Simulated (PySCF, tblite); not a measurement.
# C₃H₄F₃O₃S−: geometry, infrared bands and NMR shifts

Wanted: the infrared bands and NMR shifts of C₃H₄F₃O₃S− (`CS(=O)(=O)[CH-]OC(F)(F)F`), by calculation.

Programs: tblite 0.8.0 and PySCF 2.14.0, with density-fitted response routines of our own. Each step states its level of theory. These are calculated values for one molecule in the gas phase, unless marked as measured. Atoms are numbered from 0 throughout.

### Step 1. The starting structure

14 atoms, charge -1, multiplicity 1; geometry from: force field or distance geometry start.

Bonds of the start (Å): C0–S1 1.77, S1–O2 1.48, S1–O3 1.50, S1–C4 1.77, C4–O5 1.39, O5–C6 1.40, C6–F7 1.38, C6–F8 1.41, C6–F9 1.39, C0–H10 1.12, C0–H11 1.11, C0–H12 1.11, C4–H13 1.12.

### Step 2. Geometry optimisation with GFN2-xTB

Job settings and geometry (Å):

```
{"job": {"kind": "relax", "xc": "GFN2-xTB", "basis": "xTB"}, "charge": -1, "multiplicity": 1}
C     -2.149600    -0.683000    -0.027700
S     -0.926600     0.463900     0.536300
O     -1.564300     1.788400     0.728500
O     -0.212800    -0.019600     1.765500
C      0.268300     0.590900    -0.758500
O      1.221100    -0.394700    -0.533600
C      2.409400     0.103300     0.001500
F      2.982500     1.021700    -0.851300
F      3.247600    -1.025000     0.112900
F      2.234300     0.656500     1.261200
H     -2.961600    -0.097400    -0.531500
H     -1.753300    -1.356700    -0.820500
H     -2.545800    -1.318400     0.792700
H     -0.250000     0.269500    -1.697700
```

Started as:

```console
$ OMP_NUM_THREADS=1 python probes_run.py task.json out
```

One launch serves the whole session: the jobs run in the order shown.

Standard output:

```text
step      E/eV     max force
  0   -1041.29798    4.388
  1   -1042.03460    1.412
  2   -1042.15354    1.490
  3   -1042.21191    0.703
  4   -1042.24323    0.378
  5   -1042.25291    0.257
  6   -1042.26061    0.311
  7   -1042.26942    0.224
  8   -1042.27540    0.192
  9   -1042.27913    0.167
 10   -1042.28327    0.164
 11   -1042.28944    0.247
 12   -1042.29679    0.248
 13   -1042.30297    0.207
 14   -1042.30755    0.173
 15   -1042.31201    0.178
 16   -1042.31657    0.183
 17   -1042.32031    0.163
 18   -1042.32300    0.114
 19   -1042.32531    0.123
 20   -1042.32786    0.157
 21   -1042.33036    0.121
 22   -1042.33230    0.102
 23   -1042.33389    0.102
 24   -1042.33567    0.124
 25   -1042.33765    0.115
 26   -1042.33950    0.117
 27   -1042.34104    0.101
 28   -1042.34250    0.113
 29   -1042.34413    0.130
 30   -1042.34591    0.117
 31   -1042.34788    0.158
 32   -1042.35030    0.158
 33   -1042.35357    0.182
 34   -1042.35781    0.202
 35   -1042.36274    0.165
 36   -1042.36796    0.198
 37   -1042.37370    0.200
 38   -1042.38038    0.217
 39   -1042.38686    0.276
 40   -1042.38586    0.360
 41   -1042.39440    0.123
 42   -1042.39652    0.102
 43   -1042.40048    0.127
 44   -1042.40281    0.161
 45   -1042.40644    0.134
 46   -1042.40845    0.128
 47   -1042.40995    0.122
 48   -1042.41137    0.103
 49   -1042.41300    0.092
 50   -1042.41427    0.082
 51   -1042.41510    0.082
 52   -1042.41573    0.064
 53   -1042.41628    0.051
 54   -1042.41673    0.036
 55   -1042.41694    0.031
 56   -1042.41706    0.031
 57   -1042.41719    0.024
 58   -1042.41733    0.026
 59   -1042.41743    0.024
 60   -1042.41750    0.026
 61   -1042.41755    0.024
 62   -1042.41761    0.019
 63   -1042.41768    0.020
 64   -1042.41774    0.016
 65   -1042.41777    0.017
 66   -1042.41780    0.016
 67   -1042.41783    0.016
 68   -1042.41786    0.014
 69   -1042.41789    0.017
 70   -1042.41793    0.022
 71   -1042.41799    0.026
 72   -1042.41810    0.029
 73   -1042.41827    0.035
 74   -1042.41854    0.040
 75   -1042.41890    0.051
 76   -1042.41929    0.047
 77   -1042.41962    0.044
 78   -1042.41984    0.044
 79   -1042.41999    0.024
 80   -1042.42010    0.024
 81   -1042.42017    0.026
 82   -1042.42022    0.029
 83   -1042.42026    0.019
 84   -1042.42030    0.017
 85   -1042.42033    0.011
 86   -1042.42036    0.012
 87   -1042.42038    0.013
 88   -1042.42041    0.011
 89   -1042.42043    0.013
 90   -1042.42044    0.010
 91   -1042.42045    0.007
```

Wall time 0.61 s (1 thread of Arm Neoverse V1, shared host); peak memory 0.18 GiB.

Along the way: (not every step is listed)

```csv
step,energy from step 0 (eV),largest force (eV/Å)
0,0.0000,4.3879
1,-0.7366,1.4115
2,-0.8556,1.4904
3,-0.9139,0.7033
4,-0.9452,0.3780
5,-0.9549,0.2566
6,-0.9626,0.3114
7,-0.9714,0.2244
8,-0.9774,0.1920
15,-1.0140,0.1776
22,-1.0343,0.1023
29,-1.0461,0.1296
36,-1.0700,0.1980
43,-1.1025,0.1271
50,-1.1163,0.0817
57,-1.1192,0.0236
64,-1.1198,0.0157
71,-1.1200,0.0258
78,-1.1219,0.0442
85,-1.1223,0.0110
86,-1.1224,0.0122
87,-1.1224,0.0129
88,-1.1224,0.0108
89,-1.1224,0.0125
90,-1.1225,0.0104
91,-1.1225,0.0071
```

Distances of close pairs at the start and the end, largest changes first:

```csv
bond,before (Å),after (Å),change (Å)
C4–O5,1.389,1.509,+0.119
O5–C6,1.395,1.282,-0.113
C0–S1,1.769,1.864,+0.095
C6–F8,1.410,1.359,-0.051
S1–O3,1.501,1.453,-0.049
C6–F9,1.387,1.340,-0.047
C0–H10,1.121,1.082,-0.039
C0–H11,1.113,1.082,-0.032
```

The final coordinates are the input of the step that follows.

### Step 3. Harmonic vibrations with GFN2-xTB

Job settings and geometry (Å):

```
{"job": {"kind": "ir", "xc": "GFN2-xTB", "basis": "xTB"}, "charge": -1, "multiplicity": 1}
C     -1.942531    -0.864379    -0.025430
S     -1.026326     0.636031     0.592889
O     -2.013412     1.710835     0.613096
O     -0.523714     0.234946     1.895525
C      0.279378     1.067020    -0.497867
O      1.061510    -0.219991    -0.585006
C      2.261897    -0.094567    -0.152167
F      3.107969     0.590663    -0.993820
F      2.852991    -1.313468    -0.043575
F      2.454469     0.497353     1.034923
H     -2.495945    -0.577252    -0.909539
H     -1.197782    -1.616965    -0.247031
H     -2.603070    -1.186318     0.767535
H     -0.216113     1.135620    -1.471699
```

Standard output:

```text
mode    cm-1     km/mol
  1      29.3      1.68
  2      41.2      1.75
  3      55.0      2.75
  4     118.4      0.01
  5     137.0      0.29
  6     162.9      0.69
  7     260.3      2.23
  8     288.4      1.64
  9     308.1      9.17
 10     392.5      1.42
 11     402.5     33.95
 12     427.5     12.44
 13     470.3     61.08
 14     544.1     27.51
 15     567.2     19.06
 16     583.3     23.68
 17     622.5     94.50
 18     748.0    160.15
 19     797.3    295.08
 20     814.1     46.81
 21     823.4      9.11
 22     909.6     25.63
 23     932.5    284.14
 24     966.1    106.69
 25    1034.8    477.97
 26    1084.9    417.89
 27    1181.1    390.44
 28    1189.2    200.44
 29    1215.9     22.77
 30    1330.6    719.44
 31    1447.4      0.57
 32    1452.7      2.04
 33    2891.3    131.91
 34    3060.1      6.46
 35    3084.0     30.99
 36    3087.1     24.54
```

It took 0.48 s on 1 thread of Arm Neoverse V1, shared host; peak memory 0.18 GiB.

The strongest bands and the atoms that carry them (share of the mass-weighted mode):

```csv
cm⁻¹,km/mol,atoms
748,160.2,"C4 45 %, S1 25 %"
797,295.1,"H12 32 %, C0 11 %, S1 10 %"
932,284.1,"C6 45 %, H13 29 %"
1035,478.0,C6 76 %
1085,417.9,"O2 39 %, S1 29 %, O3 24 %"
1181,390.4,"H13 46 %, O3 19 %, S1 17 %"
1189,200.4,"S1 29 %, H13 28 %, O2 18 %, O3 15 %"
1331,719.4,"C6 55 %, O5 33 %"
```

### Step 4. Nuclear shieldings: PBE0/pcSseg-1

The job, as its differences from that of step 3:

```diff
@@ -1,2 +1,2 @@
-{"job": {"kind": "ir", "xc": "GFN2-xTB", "basis": "xTB"}, "charge": -1, "multiplicity": 1}
+{"job": {"kind": "nmr", "xc": "PBE0", "basis": "pcSseg-1"}, "charge": -1, "multiplicity": 1}
 C     -1.942531    -0.864379    -0.025430
```

Method: GIAO PBE0/pcSseg-1 NMR shielding, non-relativistic, gas phase.

Standard output:

```text
coarse grid: 13880 points
cycle   1  E = -1038.7194535634  dE =  2.183e+00  |g| = 1.483e+00  |ddm| = 3.585e+00
cycle   2  E = -1038.0483621488  dE =  6.711e-01  |g| = 2.464e+00  |ddm| = 3.001e+00
cycle   3  E = -1039.0842365677  dE = -1.036e+00  |g| = 2.925e-01  |ddm| = 2.227e+00
cycle   4  E = -1039.1007654751  dE = -1.653e-02  |g| = 9.382e-02  |ddm| = 3.020e-01
cycle   5  E = -1039.1022107337  dE = -1.445e-03  |g| = 2.215e-02  |ddm| = 6.401e-02
cycle   6  E = -1039.1023073426  dE = -9.661e-05  |g| = 6.210e-03  |ddm| = 2.265e-02
cycle   7  E = -1039.1023138647  dE = -6.522e-06  |g| = 2.147e-03  |ddm| = 4.959e-03
final grid: 135296 points
cycle   8  E = -1039.2144197825  dE = -3.228e-05  |g| = 1.505e-02  |ddm| = 2.483e-02
cycle   9  E = -1039.2143636874  dE =  5.610e-05  |g| = 2.290e-02  |ddm| = 2.658e-02
cycle  10  E = -1039.2144608454  dE = -9.716e-05  |g| = 2.181e-03  |ddm| = 1.712e-02
cycle  11  E = -1039.2144616842  dE = -8.388e-07  |g| = 3.354e-04  |ddm| = 1.784e-03
cycle  12  E = -1039.2144616978  dE = -1.366e-08  |g| = 1.877e-04  |ddm| = 3.255e-04
cycle  13  E = -1039.2144617040  dE = -6.210e-09  |g| = 4.517e-05  |ddm| = 1.629e-04
cycle  14  E = -1039.2144617043  dE = -3.231e-10  |g| = 1.741e-05  |ddm| = 3.893e-05
converged SCF energy = -1039.2144617043

GIAO shielding tensors (ppm)
atom      isotropic    diamagn.    paramagn.     s11        s22        s33       span
  0 C      141.741     256.565    -114.823    103.208    133.934    188.082     84.874
  1 S      163.701    1050.294    -886.592     35.758    214.080    241.267    205.509
  2 O      142.155     398.463    -256.308     83.241    144.166    199.059    115.818
  3 O      120.912     403.377    -282.465     69.525    116.121    177.088    107.563
  4 C       72.672     254.904    -182.232     16.096     83.559    118.362    102.266
  5 O      219.238     403.050    -183.812    193.389    220.865    243.460     50.070
  6 C       52.492     235.820    -183.328     36.497     41.629     79.351     42.855
  7 F      233.688     470.958    -237.271    145.677    180.365    375.021    229.344
  8 F      241.073     472.263    -231.190    157.939    194.722    370.557    212.618
  9 F      238.822     473.820    -234.998    159.654    207.238    349.575    189.921
 10 H       30.368      31.656      -1.288     27.840     28.027     35.237      7.397
 11 H       28.908      33.196      -4.288     25.166     29.534     32.025      6.860
 12 H       29.804      30.357      -0.553     26.824     28.456     34.133      7.309
 13 H       27.122      33.009      -5.887     23.764     26.305     31.296      7.532
```

Run time: 38 s. Hardware: 1 thread of Arm Neoverse V1, shared host; peak memory 0.86 GiB.

Shifts follow as δ = σ(reference) − σ, with reference shieldings (ppm) from runs at the same level and on the same kind of geometry: 1H TMS 31.72, 13C TMS 186.9, 19F CFCl3 170.9, 17O H2O 336.1, 33S CS2 504. The references are single molecules in the gas phase, so shifts against H2O, NH3, PH3, H3PO4 or CFCl3 are not on the usual liquid scales and can be off by tens of ppm. Atoms listed in one row are averaged.

```csv
atoms,environment,σ (ppm),δ (ppm)
C6,CF3 carbon,52.5,134.4
C4,carbanion centre,72.7,114.3
C0,methyl carbon bonded to S,141.7,45.2
H13,hydrogen on a carbanion centre,27.12,4.60
"H10, H11, H12",hydrogen on a methyl carbon bonded to S,29.69,2.02
S1,sulfone sulfur,164,340
"O2, O3",S=O oxygen,131.5,204.5
O5,ether oxygen,219.2,116.8
"F7, F8, F9",fluorine of an OCF3 group,237.9,-66.9
```

The run also stored atomic charges by several schemes (e):

```csv
atoms,Mulliken,IAO,Hirshfeld,ESP fit
C0,-0.40,-0.65,-0.16,-0.56
S1,0.91,1.97,0.43,1.18
"O2, O3",-0.61,-0.95,-0.39,-0.60
C4,-0.26,-0.61,-0.26,-0.92
O5,-0.51,-0.38,-0.16,-0.14
C6,0.95,0.95,0.28,0.60
"F7, F8, F9",-0.30,-0.31,-0.14,-0.22
```

Mayer bond orders: C0–S1 0.83, S1–O2 1.65, S1–O3 1.69, S1–C4 1.03, C4–O5 0.71, O5–C6 1.23, C6–F7 0.96, C6–F8 0.99, C6–F9 1.02.

Orbitals, density, ELF and potential are computed afterwards from the orbital file.

Frontier orbitals at PBE0/pcSseg-1, with the share of their density that lies nearest to each atom:

```csv
orbital,energy (eV),lies on
HOMO,-1.68,C4 67 %; H13 7 %; O5 7 %
LUMO,5.19,H10 30 %; H12 23 %; H11 15 %
```

ELF in a plane through or near 4 of the atoms.

Values, 10 rows by 14 columns:
```
0.00 0.00 0.00 0.00 0.00 0.00 0.00 0.00 0.00 0.00 0.00 0.00 0.00 0.00
0.00 0.00 0.00 0.00 0.00 0.00 0.00 0.00 0.02 0.09 0.01 0.00 0.00 0.00
0.00 0.00 0.00 0.00 0.00 0.64 0.75 0.04 0.52 0.86 0.55 0.03 0.00 0.00
0.00 0.00 0.00 0.00 0.02 0.30 0.89 0.32 0.61 0.30 0.83 0.13 0.00 0.00
0.00 0.00 0.04 0.07 0.51 0.05 0.23 0.64 0.42 0.48 0.07 0.00 0.00 0.00
0.00 0.00 0.01 0.11 0.44 0.36 0.31 0.12 0.57 0.69 0.76 0.34 0.00 0.00
0.00 0.00 0.29 0.86 0.77 0.05 0.31 0.01 0.53 0.61 1.00 0.89 0.01 0.00
0.00 0.00 0.12 0.67 0.78 0.11 0.00 0.01 0.79 0.20 0.39 0.12 0.00 0.00
0.00 0.00 0.00 0.03 0.06 0.00 0.00 0.00 0.01 0.01 0.01 0.00 0.00 0.00
0.00 0.00 0.00 0.00 0.00 0.00 0.00 0.00 0.00 0.00 0.00 0.00 0.00 0.00
```
The map spans 11.6 Å across and 8.9 Å up, centred on the molecule. Atoms in the plane (x, y in Å): S1 (1.0, 0.7), O2 (1.9, 1.9), F8 (-2.7, -1.5), H12 (2.7, -1.0).

On the surface of density 0.002 e/bohr³ the electrostatic potential runs, from the 1st to the 99th percentile, from -5.94 V near C4 to -2.27 V near H10.

### Step 5. What came out

| quantity | value |
| --- | --- |
| strongest single infrared mode (GFN2-xTB) | 1331 cm⁻¹, 719 km/mol |
| zero-point energy (GFN2-xTB) | 47.8 kcal/mol |
| 13C shifts against TMS (PBE0/pcSseg-1) | 134.4, 114.3, 45.2 ppm |
| 1H shifts against TMS (PBE0/pcSseg-1, means over atoms taken as alike) | 4.60, 2.02 ppm |
| 33S shifts against CS2 (PBE0/pcSseg-1) | 340 ppm |
| 17O shifts against H2O (PBE0/pcSseg-1, means over atoms taken as alike) | 204.5, 116.8 ppm |
| 19F shifts against CFCl3 (PBE0/pcSseg-1, means over atoms taken as alike) | -66.9 ppm |

**Reading.** Over 91 steps the energy fell by 1.122 eV; of the close pairs, C4–O5 changed most, 1.389 to 1.509 Å. All 36 modes are real, so the xTB geometry is a minimum. The strongest single mode, at 1331 cm⁻¹, moves mainly C6 and O5. Unscaled tight-binding wavenumbers are off by several per cent, some by more. Its intensities can rank the bands wrongly.
